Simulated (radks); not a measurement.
# As inside a hard spherical wall

The task here is to estimate one member of a computed series from the others.

Method: scalar-relativistic Kohn-Sham, PBE, spin-polarised, spherical densities, finite nucleus; open shells are filled with parallel spins first. Code: radks (a radial shooting solver on a logarithmic mesh, Libxc functionals) version 1.

### What is computed

```
element            : arsenic (Z = 33)
charge             : 0
electrons          : 33
configuration      : [Ar] 3d10 4s2 4p3
nuclear rms radius : 4.0968 fm
```

The outer shells:

As
```
[Ar] core
3d [↑↓][↑↓][↑↓][↑↓][↑↓]
4s [↑↓]
4p [↑ ][↑ ][↑ ]
```

The first run:

Settings of this run:

```text
Z 33
configuration [Ar] 3d10 4s2 4p3 5s0 4d0 5p0
relativity scalar-relativistic
functional pbe,pbe
spin polarised
nucleus finite rms 4.0968 fm
c 137.035999084
```

Among the steps run: The free atom; Wall at 12 bohr; Wall at 8 bohr; Wall at 7 bohr; Wall at 6 bohr; Wall at 5 bohr; Wall at 4 bohr; Wall at 3.5 bohr; Wall at 3 bohr; Wall at 2 bohr; Wall at 1.5 bohr.

One of the session's tables, all rows but one given; the rest of the session is left out.

| R (bohr) | E − E(free) (eV) | ε(4p) (eV) | ε(5s, empty) (eV) | ε(5p, empty) (eV) | ε(4d, empty) (eV) |
| --- | --- | --- | --- | --- | --- |
| free | 0.000 | -5.920 | - | - | - |
| 12 | 0.000 | -5.919 | -0.414 | 0.967 | 1.420 |
| 8 | ? | ? | ? | ? | ? |
| 7 | 0.155 | -5.667 | 2.345 | 5.816 | 3.755 |
| 6 | 0.567 | -5.224 | 4.996 | 9.676 | 5.292 |
| 5 | 2.156 | -3.995 | 10.845 | 17.384 | 8.292 |
| 4 | 8.809 | -0.387 | 25.373 | 34.808 | 15.147 |
| 3.5 | 18.559 | 3.750 | 40.579 | 52.063 | 22.035 |
| 3 | 40.790 | 11.625 | 67.736 | 81.848 | 34.042 |
| 2 | 253.66 | 67.793 | 234.75 | 255.27 | 105.13 |
| 1.5 | 825.37 | 187.35 | 535.84 | 553.68 | 230.18 |

**Question.** Estimate the row for R (bohr) = 8.

Worked estimate for «E − E(free) (eV)». A straight line through the neighbours (12, 0.000) and (7, 0.155) gives 0.000 + (0.155 − 0.000) × (8 − 12) / (7 − 12) = 0.124; a parabola fitted to 3 rows on both sides gives -0.130.

**Answer.** E − E(free) (eV): 0.043; ε(4p) (eV): -5.830; ε(5s, empty) (eV): 1.026; ε(5p, empty) (eV): 3.705; ε(4d, empty) (eV): 2.858. In «E − E(free) (eV)» the line misses by +0.081 and the parabola by -0.173. Between these rows the values bend or scatter more than so simple an estimate can follow.

Shells are not refilled when levels cross, and a hard wall is a model, not a crystal.
